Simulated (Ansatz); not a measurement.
# Si2Ge: the cost of one run

Method: DFT PBE, scalar-relativistic, plane waves, PAW, in Ansatz 0.2.0.

## Step 1: Starting point

It takes space group P6/mmm (No. 191, hexagonal). The conventional cell has a = 4.799 Å, b = 4.799 Å, c = 2.942 Å, α = 90.00°, β = 90.00°, γ = 120.00°. Si (site symmetry -6m2) is surrounded by 5 Si at 2.77 to 2.94 Å and 6 Ge at 3.14 Å. Ge (site symmetry 6/mmm) is surrounded by 2 Ge at 2.94 Å and 12 Si at 3.14 Å.

Structure file:

```cif
data_structure
_symmetry_space_group_name_H-M 'P 1'
_symmetry_Int_Tables_number 1
_cell_length_a 4.7992
_cell_length_b 4.7992
_cell_length_c 2.9419
_cell_angle_alpha 90.000
_cell_angle_beta 90.000
_cell_angle_gamma 120.000
_cell_volume 58.68
loop_
_atom_site_label
_atom_site_type_symbol
_atom_site_fract_x
_atom_site_fract_y
_atom_site_fract_z
_atom_site_occupancy
Si1 Si 0.33333 0.66667 0.50000 1
Si2 Si 0.66667 0.33333 0.50000 1
Ge1 Ge 0.00000 0.00000 0.00000 1
```

Recipe of the guess: ordered superstructure of omega (P6/mmm, No. 191). Its size is a rough estimate.

## Step 2: Probe: one point on a coarse mesh

The input, input.yaml:

```yaml
crystal:
  lattice:
    - [4.79918894, 0.0, 0.0]
    - [-2.39959447, 4.15621954, 0.0]
    - [0.0, 0.0, 2.94190282]
  atoms:
    - { symbol: Si, position: [0.33333333, 0.66666667, 0.5] }
    - { symbol: Si, position: [0.66666667, 0.33333333, 0.5] }
    - { symbol: Ge, position: [0.0, 0.0, 0.0] }
basis:
  ecutwfc: 420
kpoints:
  mp_grid: { grid: [6, 6, 6] }
hamiltonian:
  xc: pbe
scf:
  occupations: { method: gaussian, width: 0.1 }
  lower_state_search: "off"
output:
  forces: true
  stress: true
  eigenvalues: true
```

Started as:

```sh
ansatz run input.yaml --threads 1 --pin off --max-ram 2048MiB --backend cpu --events-out ev --progress --plain --runs-dir out
```

Q: Estimate wall time and peak memory on 1 thread of Intel Xeon 6975P-C (Granite Rapids), shared host.

About 1.2 s, with a peak of 0.39 GiB.
